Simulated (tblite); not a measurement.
# AlBrH2S: the cost of one run

Programs: tblite 0.8.0 and PySCF 2.14.0. All values are calculated, for the isolated system unless a continuum is named. Atoms count from 0, parts from 1.

## Step 1: The system as given

5 atoms, charge 2, multiplicity 1; geometry: parts in contact. Parts: 1 = atom 0, `[Al+3]`, charge 3; 2 = atom 1, `[Br-]`, charge -1; 3 = atoms 2–4, `S`, charge 0. In the given geometry Br1 and S2 of different parts are bonded (2.19 Å), so values for the parts refer to these atom groups.

## Step 2: Search for minima with GFN2-xTB

What the job is given:

```
{"job": {"kind": "dock", "xc": "GFN2-xTB", "basis": "xTB"}, "charge": 2, "multiplicity": 1, "parts": [{"atoms": "0-0", "charge": 3, "multiplicity": 1}, {"atoms": "1-1", "charge": -1, "multiplicity": 1}, {"atoms": "2-4", "charge": 0, "multiplicity": 1}]}
Al    -2.132613    -1.105253     0.502301
Br     0.938276     1.027251    -1.103598
S      2.856694     2.073288    -1.180037
H      3.574741     1.069787    -1.740605
H      2.789694     2.763748    -2.426091
```

Level: GFN2-xTB search for minima from random contacts, gas phase.

On the command line:

```sh
$ OMP_NUM_THREADS=1 python cluster_run.py task.json out
```

One launch serves the whole session: the jobs run in the order shown.

**Question.** How long does this first job take on 1 thread of Arm Neoverse V1, shared host?

About 6.6 s.
